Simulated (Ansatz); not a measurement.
# Si16B: the cost of one run

Program: Ansatz 0.2.0. Level of theory: DFT LDA, plane waves, PAW, scalar-relativistic, collinear spin. These are calculated values, not measurements.

**1. The system as given**

The cell holds 17 atoms (BSi16): a = 7.679 Å, b = 7.679 Å, c = 7.679 Å, α = 60.00°, β = 60.00°, γ = 60.00°.

The coordinates stand in the first input below.

**2. End point A**

Input file input.yaml:

```yaml
crystal:
  lattice:
    - [0.0, 5.43, 5.43]
    - [5.43, 0.0, 5.43]
    - [5.43, 5.43, 0.0]
  atoms:
    - { symbol: Si, position: [0.0, 0.0, 0.0] }
    - { symbol: Si, position: [0.125, 0.125, 0.125] }
    - { symbol: Si, position: [0.0, 0.0, 0.5] }
    - { symbol: Si, position: [0.125, 0.125, 0.625] }
    - { symbol: Si, position: [0.0, 0.5, 0.0] }
    - { symbol: Si, position: [0.125, 0.625, 0.125] }
    - { symbol: Si, position: [0.0, 0.5, 0.5] }
    - { symbol: Si, position: [0.125, 0.625, 0.625] }
    - { symbol: Si, position: [0.5, 0.0, 0.0] }
    - { symbol: Si, position: [0.625, 0.125, 0.125] }
    - { symbol: Si, position: [0.5, 0.0, 0.5] }
    - { symbol: Si, position: [0.625, 0.125, 0.625] }
    - { symbol: Si, position: [0.5, 0.5, 0.0] }
    - { symbol: Si, position: [0.625, 0.625, 0.125] }
    - { symbol: Si, position: [0.5, 0.5, 0.5] }
    - { symbol: Si, position: [0.625, 0.625, 0.625] }
    - { symbol: B, position: [0.7550555, 0.7551794, 0.2494962], spin: 1.0 }
magnetization:
  spin_polarized: true
basis:
  ecutwfc: 420.0
kpoints:
  mp_grid: { grid: [2, 2, 2] }
hamiltonian:
  xc: lda
  pseudopotentials: { kind: paw, azcp: { folder: soft_1 } }
scf:
  occupations: { method: fermi_dirac, width: 0.02 }
  lower_state_search: "off"
relax:
  f_tol: 0.03
  max_steps: 60
  adjacent_minimum: "off"
```

Launch:

```bash
$ ansatz run input.yaml --threads 2 --pin off --max-ram 5120MiB --backend cpu --events-out ev --progress --plain --runs-dir out
```

Q: Estimate wall time and peak memory on 2 threads of Arm Neoverse N1, shared host.

About 2.4 min, with a peak of 0.63 GiB.
